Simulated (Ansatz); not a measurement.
# SnO: the cost of one run

Method: reference: DFT, HSE06, plane waves, PAW, in Ansatz 0.2.0.

3 further runs of the same task are left out: 3 that didn't finish.

### Step 1. The starting structure

It takes space group F-43m (No. 216, cubic). The conventional cell has a = 5.416 Å, b = 5.416 Å, c = 5.416 Å, α = 90.00°, β = 90.00°, γ = 90.00°. Sn (site symmetry -43m) has 4 O at 2.35 Å as nearest neighbours. Around O (site symmetry -43m) lie 4 Sn at 2.35 Å.

As a file:

```cif
data_structure
_symmetry_space_group_name_H-M 'P 1'
_symmetry_Int_Tables_number 1
_cell_length_a 3.8300
_cell_length_b 3.8300
_cell_length_c 3.8300
_cell_angle_alpha 60.000
_cell_angle_beta 60.000
_cell_angle_gamma 60.000
_cell_volume 39.73
loop_
_atom_site_label
_atom_site_type_symbol
_atom_site_fract_x
_atom_site_fract_y
_atom_site_fract_z
_atom_site_occupancy
Sn1 Sn 0.00000 0.00000 0.00000 1
O1 O 0.25000 0.25000 0.25000 1
```

### Step 2. The reference run

Contents of input.yaml:

```yaml
crystal:
  lattice:
    - [0.0, 2.7082147176, 2.7082147176]
    - [2.7082147176, 0.0, 2.7082147176]
    - [2.7082147176, 2.7082147176, 0.0]
  atoms:
    - { symbol: Sn, position: [0.0, 0.0, 0.0] }
    - { symbol: O, position: [0.25, 0.25, 0.25] }
kpoints:
  mp_grid: { grid: [4, 4, 4] }
hamiltonian:
  xc: hse06
scf:
  occupations: { method: fermi_dirac, width: 0.02 }
  n_extra_bands: 4
output:
  forces: true
  stress: true
  eigenvalues: true
```

Command:

```bash
$ ansatz run input.yaml --threads 4 --pin off --max-ram 3686MiB --backend cpu --events-out ev --progress --plain --runs-dir out
```

Q: Estimate wall time and peak memory on 4 threads of an Arm CPU, shared host.

About 38 s, with a peak of 0.54 GiB.
